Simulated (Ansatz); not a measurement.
**AlAsH2 (triplet): from Hartree-Fock to the top rungs, cc-pVDZ**

One table from this session's results is given with a row withheld; the runs are named, their logs left out.

Method: cc-pVDZ, core rule «outside noble gas», up to 19 orbitals frozen; program: Ansatz 0.2.0, Gaussian basis.

Plan: UHF; CCSD(T) on ROHF; CCSD(T) on UHF; BCCD(T) on ROHF; CISD; CCSDT(Q) on ROHF; CCSDT(Q) on UHF; CCSDTQ on ROHF.

12 further runs of the same task are left out: 9 for a known fault of the program, 3 set aside as unsound or not needed.

**The geometry**

The geometry is a PBE0/def2-TZVP stationary point (not a proven minimum). No spin-orbit coupling is included. The filled d shell of As may be among the frozen orbitals whatever the setting's name suggests; the logs give the count.

4 atoms, charge 0, spin multiplicity 3.

Atoms are counted from 1 here; the program's logs count them from 0.

Bond lengths: Al1–As2 2.435 Å, Al1–H3 1.589 Å, Al1–H4 1.589 Å. Angles: As2–Al1–H3 120.0°, As2–Al1–H4 120.0°, H3–Al1–H4 120.0°.

The first run:

File in.yaml:

```yaml
crystal:
  periodic: [false, false, false]
  atoms:
    - {symbol: Al, position_ang: [0.000000, 0.000000, 1.740252]}
    - {symbol: As, position_ang: [0.000000, 0.000000, -0.694906]}
    - {symbol: H, position_ang: [0.000000, 1.375836, 2.534270]}
    - {symbol: H, position_ang: [0.000000, -1.375836, 2.534270]}
basis:
  gaussian: {orbitals: cc-pVDZ}
magnetization: {spin_polarized: true, initial_magnetization: 2}
hamiltonian: {xc: hf}
output: {orbitals: {seedname: orbitals}}
```

Launch:

```bash
ansatz run in.yaml --threads 1 --pin off --events-out ev --progress --plain --max-ram 3968MiB --backend cpu
```

Steps of the session up to this table: UHF; CCSD(T) on ROHF; CCSD(T) on UHF; BCCD(T) on ROHF; CISD; CCSDT(Q) on ROHF; CCSDT(Q) on UHF; CCSDTQ on ROHF.

One table of the session follows, with a row left open; its other results are not shown here.

```
   method  from RCCSDTQ (kcal/mol)
     ROHF                  +108.35
      UHF                  +105.57
     RMP2                   +23.73
     UMP2                        ?
     CISD                   +10.01
    RCCSD                    +3.00
    UCCSD                    +2.76
 RCCSD(T)                    +0.71
 UCCSD(T)                    +0.54
  BCCD(T)                    +0.70
   RCCSDT                    +0.14
   UCCSDT                    -0.03
RCCSDT(Q)                    +0.02
UCCSDT(Q)                    -0.15
  RCCSDTQ                        0
```

Estimate the missing values for UMP2.

The run gave: from RCCSDTQ (kcal/mol): +24.05. In the column «from RCCSDTQ (kcal/mol)» it lies between RMP2 (+23.73) and UHF (+105.57).

To keep in mind: Restricted and unrestricted rows rest on different reference determinants; where their highest levels disagree by more than a few hundredths of an eV, they describe different states and don't form one ladder.
